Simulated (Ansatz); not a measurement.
**CH₅BO₂S: how energies converge with the basis set**

How large a basis does CH₅BO₂S need? Two functionals are run in growing sets.

Computed with Ansatz 0.2.0, Gaussian basis. Level: one geometry, several basis sets.

Levels to be run: PBE0-D4/def2-SVP; ωB97M-V/def2-SVP; PBE0-D4/def2-QZVPP; ωB97M-V/def2-QZVPP; the functionals' def2-TZVPP values are taken from earlier runs.

## 1. The geometry

The geometry comes from an earlier relaxation with PBE0-D4/def2-TZVP; it is a stationary point, not always the lowest conformer.

10 atoms, charge 0, spin multiplicity 1.

Atoms are counted from 1 here; the program's logs count them from 0.

Bond lengths: C1–S2 1.807 Å, C1–H6 1.091 Å, C1–H7 1.089 Å, C1–H8 1.091 Å, S2–B3 1.831 Å, B3–O4 1.359 Å, B3–O5 1.359 Å, O4–H9 0.958 Å, O5–H10 0.958 Å. Angles: S2–C1–H6 111.3°, S2–C1–H7 107.1°, S2–C1–H8 111.3°, H6–C1–H7 108.1°, H6–C1–H8 110.6°, H7–C1–H8 108.1°, C1–S2–B3 102.8°, S2–B3–O4 119.3°, S2–B3–O5 124.2°, O4–B3–O5 116.5°, B3–O4–H9 114.2°, B3–O5–H10 114.3°.

## 2. PBE0-D4 in def2-SVP

Contents of in.yaml:

```yaml
crystal:
  periodic: [false, false, false]
  atoms:
    - {symbol: C, position_ang: [-1.018609, 0.296894, 1.210281]}
    - {symbol: S, position_ang: [0.349190, -0.819366, 0.824921]}
    - {symbol: B, position_ang: [0.827648, -0.304052, -0.865720]}
    - {symbol: O, position_ang: [1.851648, -0.942782, -1.491544]}
    - {symbol: O, position_ang: [0.220899, 0.694405, -1.559470]}
    - {symbol: H, position_ang: [-1.853280, 0.154388, 0.522321]}
    - {symbol: H, position_ang: [-1.360454, 0.049094, 2.214272]}
    - {symbol: H, position_ang: [-0.693485, 1.338317, 1.209471]}
    - {symbol: H, position_ang: [2.255072, -1.640083, -0.972243]}
    - {symbol: H, position_ang: [-0.495629, 1.121985, -1.089391]}
basis:
  gaussian: {orbitals: def2-SVP}
hamiltonian: {xc: pbe0, dispersion: d4}
output: {orbitals: {seedname: orbitals}}
```

On the command line:

```bash
ansatz run in.yaml --threads 4 --pin off --events-out ev --progress --plain --max-ram 10444MiB
```

After this run come: ωB97M-V in def2-SVP; PBE0-D4 in def2-QZVPP; ωB97M-V in def2-QZVPP.

Q: Predict the results of all the runs planned. Wanted: PBE0-D4: double and triple zeta above quadruple; ωB97M-V: double and triple zeta above quadruple.

As calculated:

| quantity | value |
| --- | --- |
| PBE0-D4: double and triple zeta above quadruple | 11.40, 0.67 eV |
| ωB97M-V: double and triple zeta above quadruple | 11.55, 0.64 eV |

For PBE0-D4 the step from double to triple zeta gains 10.73 eV and the next only 0.67 eV. Total energies overstate the basis error of differences, where much of it tends to cancel. The LUMO of ωB97M-V is positive and keeps falling with the basis (2.72 to 1.31 eV): an unbound level that the basis holds in place.
